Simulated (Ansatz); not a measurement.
BaTiO₃, space group Pm-3m, a convergence test of the plane-wave cutoff

Program: Ansatz's Python interface.

Notebook, run cell by cell (the value of a cell's last expression is shown):

```python
import warnings

import ansatz
import numpy as np
from tabulate import tabulate
```

```python
warnings.simplefilter('ignore', ansatz.DeckWarning)

vectors = np.array([
    [4.006, 0.0, 0.0],
    [0.0, 4.006, 0.0],
    [0.0, 0.0, 4.006],
])
cell = (
    ansatz.Lattice.of(vectors)
    .atom('Ba', (0.5, 0.5, 0.5))
    .atom('Ti', (0.0, 0.0, 0.0))
    .atom('O', (0.5, 0.0, 0.0))
    .atom('O', (0.0, 0.5, 0.0))
    .atom('O', (0.0, 0.0, 0.5))
)
```

```python
base = cell.calculation().occupations('Fixed').functional('pbe').kpoints(6).band_table()
```

```python
rows = []
for value in [250, 350, 450, 550, 650, 750]:
    r = base.basis(value).run(threads=1).report
    rows.append((value, r['free_energy_ev'] / len(r['lattice']['sites']), r['n_iterations'], r['gap_by_band_count_ev'], r['n_pw']))
```

```python
print(tabulate(rows, headers=['cutoff (eV)', 'F/atom (eV)', 'iterations', 'gap by band count (eV)', 'plane waves'], floatfmt='.4f', tablefmt='plain'))
```

      cutoff (eV)    F/atom (eV)    iterations    gap by band count (eV)    plane waves
              250     -2030.6100             7                    1.7888            587
              350     -2031.8567             6                    1.8028            949
              450     -2031.9151             6                    1.8038           1365
              550     -2031.9161             6                    1.8035           1863
              650     -2031.9165             6                    1.8035           2469
              750     -2031.9165             6                    1.8034           2969

```python
for row in rows[:-1]:
    shift = 1000 * (row[1] - rows[-1][1])
    print(f'{row[0]}: {shift:+.2f} meV/atom' + ('  (within 2 meV)' if abs(shift) < 2 else ''))
```

    250: +1306.59 meV/atom
    350: +59.83 meV/atom
    450: +1.46 meV/atom  (within 2 meV)
    550: +0.48 meV/atom  (within 2 meV)
    650: +0.09 meV/atom  (within 2 meV)

From 450 eV on it stays within 2 meV an atom of the value at 750 eV; the first row (250 eV) is off by 1306.6 meV and the last but one by 0.09 meV. The energy falls steadily, as expected when plane waves are added.

What to keep in mind:
- The run is spin-unpolarised.
- Semilocal gaps usually lie well under measured ones.
- This is a high-temperature or high-pressure form, not the ambient phase.
- The starting cell is as deposited in a crystallographic database; the results hold for this polymorph, which needn't be the stable one.
- Gaps and levels are Kohn-Sham values on a finite set of k-points, without spin-orbit coupling.
- Shifts are counted from the last row, which is itself no proven limit.
- The script silences the warnings on its input, which a real study should read.
- Finished in 18 s on 1 thread of Intel(R) Xeon(R) Platinum 8259CL CPU @ 2.50GHz (Skylake/Cascade Lake), with other jobs on the host, peak memory 0.49 GiB.
